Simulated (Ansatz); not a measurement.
**Al2H5NSe: rigid scan of one bond angle, by script**

The task is a rigid scan of one bond angle, for Al2H5NSe. SMILES: [NH2][Al]([AlH2])[SeH].

Program: Ansatz 0.2.0, driven from Python. The levels of theory stand in the script. These are calculated values, not measurements.

## (1) The system

Bond lengths: N1–Al2 1.877 Å, Al2–Al3 2.462 Å, Al2–Se4 2.334 Å, N1–H5 1.101 Å, N1–H6 1.041 Å, Al3–H7 1.638 Å, Al3–H8 1.580 Å, Se4–H9 1.546 Å. Angles: N1–Al2–Al3 118.4°, N1–Al2–Se4 122.0°, Al3–Al2–Se4 119.6°, Al2–N1–H5 106.3°, Al2–N1–H6 110.0°, H5–N1–H6 101.1°, Al2–Al3–H7 120.7°, Al2–Al3–H8 122.0°, H7–Al3–H8 117.2°, Al2–Se4–H9 94.4°.

The script holds or builds the structure itself.

## (2) The script

bend_al2h5nse.py

```python
# -*- coding: utf-8 -*-
import ansatz
from ase import Atoms

BASIS_SET = "def2-SVP"
FUNCTIONAL = "pbe0"
FMAX = 0.02
LEVEL = "mp2"

atoms = Atoms(["N", "Al", "Al", "Se", "H", "H", "H", "H", "H"], positions=[
    (-0.0277, 1.6814, -1.0055),
    (-0.3388, 0.1398, 0.0183),
    (1.3625, -1.6403, -0.0006),
    (-2.2578, -0.1136, 1.3226),
    (-0.9383, 2.2953, -0.9253),
    (-0.0345, 1.4433, -2.0185),
    (2.749, -1.4612, -0.8533),
    (1.2163, -2.9482, 0.8735),
    (-1.6421, 0.5572, 2.5718),
])

first = (
    ansatz.Crystal.molecule_from_ase(atoms).calculation()
    .basis(gaussian=BASIS_SET)
    .scf(lower_state_search="standard")
    .functional(FUNCTIONAL)
    .relax(force_tolerance=FMAX, max_steps=80)
)
atoms.positions = first.run(threads=1, pin="off").report["positions_ang"]

rows = []
for angle in [85, 95, 105, 115, 125, 140, 160]:
    bent = atoms.copy()
    bent.set_angle(1, 3, 8, angle, indices=[8])
    job = (
        ansatz.Crystal.molecule_from_ase(bent).calculation()
        .basis(gaussian=BASIS_SET)
        .correlation(LEVEL, electrons="valence")
        .scf(lower_state_search="standard")
    )
    rows.append((angle, job.run(threads=1, pin="off").report["free_energy_ev"]))
floor = min(e for _, e in rows)
for angle, e in rows:
    print(f"angle Al1-Se3-H8 = {angle:3d} deg   {1000 * (e - floor):9.1f} meV")
```

## (3) The calls as engine input

The engine receives this input (first run):

```yaml
crystal:
  periodic: [false, false, false]
  atoms:
    - { symbol: "N", position_ang: [-0.0277, 1.6814, -1.0055] }
    - { symbol: Al, position_ang: [-0.3388, 0.1398, 0.0183] }
    - { symbol: Al, position_ang: [1.3625, -1.6403, -0.0006] }
    - { symbol: Se, position_ang: [-2.2578, -0.1136, 1.3226] }
    - { symbol: H, position_ang: [-0.9383, 2.2953, -0.9253] }
    - { symbol: H, position_ang: [-0.0345, 1.4433, -2.0185] }
    - { symbol: H, position_ang: [2.749, -1.4612, -0.8533] }
    - { symbol: H, position_ang: [1.2163, -2.9482, 0.8735] }
    - { symbol: H, position_ang: [-1.6421, 0.5572, 2.5718] }
basis:
  gaussian:
    orbitals: def2-SVP
hamiltonian:
  xc: pbe0
scf:
  lower_state_search: standard
relax:
  f_tol: 0.02
  max_steps: 80
```

## (4) Launch

Launch:

```sh
$ python bend_al2h5nse.py
```

What it wrote:

```text
angle Al1-Se3-H8 =  85 deg        17.0 meV
angle Al1-Se3-H8 =  95 deg         0.0 meV
angle Al1-Se3-H8 = 105 deg        64.1 meV
angle Al1-Se3-H8 = 115 deg       202.4 meV
angle Al1-Se3-H8 = 125 deg       402.1 meV
angle Al1-Se3-H8 = 140 deg       775.2 meV
angle Al1-Se3-H8 = 160 deg      1260.1 meV
```

It took 4.9 min on 1 thread of AMD EPYC (Zen 3), shared host; peak memory 0.33 GiB.

Lines on the test bed's own set-up are left out of the output.

A comment line of the script is reworded here; the code is as run.

## (5) How the relaxation of run 0 went

The steps of the relaxation:

| step | E - E(step 1) (eV) | largest force component (eV/Å) |
| --- | --- | --- |
| 1 | 0.0000 | 3.2682 |
| 2 | -0.3539 | 1.9359 |
| 3 | -0.4406 | 2.4747 |
| 4 | -0.6706 | 0.3664 |
| 5 | -0.7247 | 0.3167 |
| 6 | -0.7353 | 0.7825 |
| 7 | -0.8041 | 0.2938 |
| 8 | -0.8332 | 0.2244 |
| 9 | -0.8602 | 0.1772 |
| 10 | -0.8672 | 0.1255 |
| 11 | -0.8667 | 0.1244 |
| 12 | -0.8697 | 0.0079 |
| 13 | -0.8699 | 0.0389 |
| 14 | -0.8704 | 0.0092 |
| 15 | -0.8705 | 0.0119 |

Step 1 is the start. Step 11 was tried and not accepted.

Before: Bond lengths: N1–Al2 1.877 Å, Al2–Al3 2.462 Å, Al2–Se4 2.334 Å, N1–H5 1.101 Å, N1–H6 1.041 Å, Al3–H7 1.638 Å, Al3–H8 1.580 Å, Se4–H9 1.546 Å. Angles: N1–Al2–Al3 118.4°, N1–Al2–Se4 122.0°, Al3–Al2–Se4 119.6°, Al2–N1–H5 106.3°, Al2–N1–H6 110.0°, H5–N1–H6 101.1°, Al2–Al3–H7 120.7°, Al2–Al3–H8 122.0°, H7–Al3–H8 117.2°, Al2–Se4–H9 94.4°.

After: Bond lengths: N1–Al2 1.778 Å, Al2–Al3 2.582 Å, Al2–Se4 2.342 Å, N1–H5 1.015 Å, N1–H6 1.014 Å, Al3–H7 1.599 Å, Al3–H8 1.598 Å, Se4–H9 1.472 Å. Angles: N1–Al2–Al3 122.9°, N1–Al2–Se4 114.8°, Al3–Al2–Se4 122.3°, Al2–N1–H5 126.2°, Al2–N1–H6 124.1°, H5–N1–H6 109.7°, Al2–Al3–H7 122.3°, Al2–Al3–H8 120.9°, H7–Al3–H8 116.8°, Al2–Se4–H9 91.7°.

Run 0 is this relaxation; the runs after it count from 1.

## (6) Run by run

The 7 runs, in the order started:

| run | energy from run 2 (eV) | iterations in all | CPU time (s) |
| --- | --- | --- | --- |
| 1 | 0.0170 | 12 | 5.4 |
| 2 | 0.0000 | 12 | 5.8 |
| 3 | 0.0641 | 12 | 5.5 |
| 4 | 0.2024 | 12 | 5.7 |
| 5 | 0.4021 | 12 | 5.7 |
| 6 | 0.7752 | 13 | 5.7 |
| 7 | 1.2601 | 12 | 5.7 |

## (7) What came out

```
                     quantity                    value
                runs compared                        7
angle Al1-Se3-H8 (as printed)  160 deg      1260.1 meV
```

In words: All 7 runs converged, in 12 to 13 cycles. Run 0: The relaxation took 13 moves; the largest shift is 1.199 Å, of atom 9 (H). So large a move can change the bonding: the results belong to the relaxed structure. Notes:
- The scan is rigid, and the energies are electronic, in a modest basis. The zero is the lowest point of the grid, which needn't be the minimum.
- The start is relaxed with a density functional and scanned with the wavefunction method, so it isn't exactly that method's minimum.
